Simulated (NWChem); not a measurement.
# BH3O3 (boric acid) at 4 levels

Wanted: a comparison of 4 runs (HF/STO-3G, HF/3-21G, B3LYP/6-31G*) of BH3O3 (boric acid). 

Program for the calculation: NWChem 7.3.0.

4 further runs of the same task are left out: 4 that didn't finish.

## 1. Starting point

BH3O3: 7 atoms, total charge 0, spin state singlet. SMILES: `OB(O)O`. The coordinates come from a PBE0-D4/def2-TZVP relaxation. This is a higher conformer, about 20 kJ/mol above the lowest found by a separate search.

Bond lengths: O1–B2 1.367 Å, B2–O3 1.360 Å, B2–O4 1.376 Å, O1–H5 0.957 Å, O3–H6 0.959 Å, O4–H7 0.957 Å. Angles: O1–B2–O3 116.5°, O1–B2–O4 125.2°, O3–B2–O4 118.3°, B2–O1–H5 115.3°, B2–O3–H6 111.6°, B2–O4–H7 115.8°.

## 2. Energy and gradient at HF/STO-3G (run 1)

nw.nw reads:

```
start nw
title "BH3O3 hf"
memory stack 880 mb heap 220 mb global 1100 mb
charge 0

geometry noautosym nocenter noautoz
 O     -1.109700     0.802600     0.321900
 B     -0.012200    -0.006800     0.228700
 O      0.501200    -0.469300     1.400100
 O      0.600700    -0.381300    -0.945400
 H     -1.457400     1.118600    -0.511500
 H      1.266800    -1.028200     1.254500
 H      0.210500    -0.035700    -1.748300
end

basis spherical bse
 * library STO-3G
end

scf
 thresh 1e-08
 maxiter 80
end

task scf gradient
```

On the command line:

```bash
$ nwchem nw.nw > nw.out
```

The log of the run:

```text
[...]
  functions       =    23
[...]
  wavefunction    = RHF
[...]
         Total SCF energy =   -247.780399251091
      One-electron energy =   -574.914790508465
      Two-electron energy =    210.904748364095
 Nuclear repulsion energy =    116.229642893280
        Time for solution =      0.8s
[...]
                         RHF ENERGY GRADIENTS
    atom               coordinates                        gradient
                 x          y          z           x          y          z
   1 O      -2.097029   1.516694   0.608303   -0.011456   0.011024  -0.036292
   2 B      -0.023055  -0.012850   0.432180    0.001488  -0.002212   0.015907
   3 O       0.947131  -0.886848   2.645805    0.025927  -0.018743  -0.007599
   4 O       1.135158  -0.720553  -1.786547   -0.016483   0.014483  -0.032253
   5 H      -2.754087   2.113847  -0.966595    0.005919  -0.006515   0.030652
   6 H       2.393905  -1.943016   2.370661   -0.022465   0.016107   0.008551
   7 H       0.397787  -0.067463  -3.303808    0.017070  -0.014143   0.021034
[...]
```

It took 1.8 s on 1 thread of Intel Xeon 6975P-C (Granite Rapids), shared host; peak memory 0.096 GiB.

## 3. Energy and gradient at HF/3-21G (run 2)

job.xyz reads:

```xyz
7
BH3O3 gradient
O     -1.109700     0.802600     0.321900
B     -0.012200    -0.006800     0.228700
O      0.501200    -0.469300     1.400100
O      0.600700    -0.381300    -0.945400
H     -1.457400     1.118600    -0.511500
H      1.266800    -1.028200     1.254500
H      0.210500    -0.035700    -1.748300
```

run.py reads:

```python
from ase.io import read
from ase.calculators.nwchem import NWChem

molecule = read('job.xyz')

calc = NWChem(
    label='job',
    theory='scf',
    memory='2200 mb',
    basis='3-21G',
    basispar='spherical bse',
    scf={'nopen': '0', 'rhf': None, 'thresh': '1e-08', 'maxiter': '80'},
)
molecule.calc = calc

forces = molecule.get_forces()
e = molecule.get_potential_energy()
print(f"E = {e:.6f} eV")
print("forces (eV/A):")
for s, f in zip(molecule.symbols, forces):
    print(f"{s:2s} {f[0]:10.5f} {f[1]:10.5f} {f[2]:10.5f}")
print("dipole (e A):", molecule.get_dipole_moment().round(4))
```

On the command line:

```bash
$ export ASE_NWCHEM_COMMAND="nwchem PREFIX.nwi > PREFIX.nwo"
$ python run.py
```

The log of the run:

```text
E = -6797.246761 eV
forces (eV/A):
O    -0.30992    0.26590   -0.51551
B    -0.00740   -0.06330    0.99821
O     0.40937   -0.31599    0.16980
O    -0.11668    0.11328   -0.38407
H    -0.53870    0.40737   -0.10099
H     0.35610   -0.29197    0.39374
H     0.20718   -0.11529   -0.56117
dipole (e A): [ 0.0045  0.0533 -0.819 ]
```

The calculator wrote job.nwi:

```
title "job"

permanent_dir job

scratch_dir job

start job

geometry units angstrom nocenter noautosym noautoz
  O  -1.1096999999999999e+00 8.0259999999999998e-01 3.2190000000000002e-01
  B  -1.2200000000000001e-02 -6.7999999999999996e-03 2.2869999999999999e-01
  O  5.0119999999999998e-01 -4.6929999999999999e-01 1.4000999999999999e+00
  O  6.0070000000000001e-01 -3.8129999999999997e-01 -9.4540000000000002e-01
  H  -1.4574000000000000e+00 1.1186000000000000e+00 -5.1149999999999995e-01
  H  1.2667999999999999e+00 -1.0282000000000000e+00 1.2544999999999999e+00
  H  2.1049999999999999e-01 -3.5700000000000003e-02 -1.7483000000000000e+00
end

memory 2200 mb

basis spherical bse noprint
   * library 3-21G
end

scf
  nopen 0
  rhf
  thresh 1e-08
  maxiter 80
end

task scf gradient
```

job.nwo (excerpt; [...] marks lines left out):

```text
[...]
      One-electron energy =   -574.975362078733
[... 1 line left out ...]
 Nuclear repulsion energy =    116.229642893279
[... 34 lines left out ...]
                       ROHF Final Molecular Orbital Analysis
[... 206 lines left out ...]
                              NWChem Gradients Module
[...]
  wavefunction    =   RHF
                         RHF ENERGY GRADIENTS
    atom               coordinates                        gradient
                 x          y          z           x          y          z
   1 O      -2.097029   1.516694   0.608303    0.006027  -0.005171   0.010025
   2 B      -0.023055  -0.012850   0.432180    0.000144   0.001231  -0.019412
   3 O       0.947131  -0.886848   2.645805   -0.007961   0.006145  -0.003302
   4 O       1.135158  -0.720553  -1.786547    0.002269  -0.002203   0.007469
   5 H      -2.754087   2.113847  -0.966595    0.010476  -0.007922   0.001964
   6 H       2.393905  -1.943016   2.370661   -0.006925   0.005678  -0.007657
   7 H       0.397787  -0.067463  -3.303808   -0.004029   0.002242   0.010913
[...]
```

Wall time 2.3 s (1 thread of Intel Xeon 6975P-C (Granite Rapids), shared host); peak memory 0.096 GiB.

Run 3 isn't shown in full; the table further down has it.

## 4. Energy and forces at B3LYP/6-31G(d) (Cartesian functions) (run 4)

test.xyz reads:

```xyz
7

O     -1.109700     0.802600     0.321900
B     -0.012200    -0.006800     0.228700
O      0.501200    -0.469300     1.400100
O      0.600700    -0.381300    -0.945400
H     -1.457400     1.118600    -0.511500
H      1.266800    -1.028200     1.254500
H      0.210500    -0.035700    -1.748300
```

test.nw reads:

```
start test
memory total 2200 mb

geometry units angstroms noautosym nocenter noautoz
   load format xyz test.xyz
end

basis cartesian
   * library 6-31G*
end

dft
   xc b3lyp
   mult 1
   grid xfine
   convergence energy 1e-08
   maxiter 100
   mulliken
end

task dft gradient
```

On the command line:

```bash
$ nwchem test.nw > test.out
```

The log of the run:

```text
[...]
          Wavefunction type:  closed shell.
          No. of atoms     :     7
          No. of electrons :    32
[...]
          Charge           :     0
          Spin multiplicity:     1
[...]
          AO basis - number of functions:    66
[...]
              XC Information
              --------------
                         B3LYP Method XC Potential
                     Hartree-Fock (Exact) Exchange  0.200
                        Slater Exchange Functional  0.800 local
                    Becke 1988 Exchange Functional  0.720 non-local
              Lee-Yang-Parr Correlation Functional  0.810
                  VWN I RPA Correlation Functional  0.190 local
[...]
 d= 0,ls=0.0,diis     1   -252.3584520282 -3.69D+02  1.78D-02  1.06D+00     2.3
[...]
 d= 0,ls=0.0,diis    10   -252.4663745418 -4.86D-10  9.19D-08  7.14D-11    20.9
         Total DFT energy =     -252.466374541801
      One electron energy =     -577.177709239379
           Coulomb energy =      239.588141338434
    Exchange-Corr. energy =      -31.106449534136
 Nuclear repulsion energy =      116.229642893280
[...]
      Total Density - Mulliken Population Analysis
     ---------------------------------------------
    Atom       Charge   Shell Charges
 -----------   ------   -------------------------------------------------------
    1 O    8     8.56   1.99  0.90  2.96  0.89  1.78  0.03
    2 B    5     4.50   1.99  0.50  1.44  0.10  0.31  0.16
    3 O    8     8.56   1.99  0.90  2.97  0.89  1.77  0.03
    4 O    8     8.58   1.99  0.90  2.96  0.90  1.81  0.03
    5 H    1     0.61   0.48  0.12
    6 H    1     0.59   0.48  0.12
    7 H    1     0.60   0.48  0.12
[...]
  wavefunction    = closed shell
                         DFT ENERGY GRADIENTS
    atom               coordinates                        gradient
                 x          y          z           x          y          z
   1 O      -2.097029   1.516694   0.608303    0.002099  -0.001008  -0.007979
   2 B      -0.023055  -0.012850   0.432180   -0.000160   0.000039   0.001073
   3 O       0.947131  -0.886848   2.645805    0.004442  -0.002835  -0.006747
   4 O       1.135158  -0.720553  -1.786547   -0.006553   0.005005  -0.001924
   5 H      -2.754087   2.113847  -0.966595    0.002255  -0.002164   0.007085
   6 H       2.393905  -1.943016   2.370661   -0.005809   0.004167   0.002209
   7 H       0.397787  -0.067463  -3.303808    0.003726  -0.003203   0.006283
[...]
```

Wall time 25 s (1 thread of Intel Xeon 6975P-C (Granite Rapids), shared host); peak memory 0.14 GiB.

## 5. All runs side by side

```tsv
run	level	iteration cap	module	energy (Eh)	dipole moment (D)	HOMO energy (eV)	LUMO energy (eV)	wall time
1	HF/STO-3G	80	scf	-247.780399	2.67	-10.04	10.86	1.8 s
2	HF/3-21G	80	scf	-249.794213	3.94	-13.04	5.95	2.3 s
3	B3LYP/6-31G* (spherical functions)	100	dft	-252.462128	–	–	–	25 s
4	B3LYP/6-31G* (Cartesian functions)	100	dft	-252.466375	3.13	-8.32	1.05	25 s
```

## 6. Summary of results

| quantity | value |
| --- | --- |
| run 4: total energy | -252.46637 Eh |
| run 4: dipole moment | 3.13 D |
| run 4: HOMO energy | -8.32 eV |
| run 4: LUMO energy | 1.05 eV |
| run 4: HOMO–LUMO gap | 9.37 eV |
| run 4: largest force on an atom | 0.440 eV/Å |

What this shows: Over runs 1, 2, 4 the dipole moment (its size) runs from 2.67 D (HF/STO-3G) to 3.94 D (HF/3-21G). Over runs 1, 2, 4 the HOMO–LUMO gap runs from 9.37 eV (B3LYP/6-31G*) to 20.89 eV (HF/STO-3G). The two ends differ in method and basis. In run 1 the basis is minimal, so the values are rough. All runs together took 54 s, the longest 25 s.
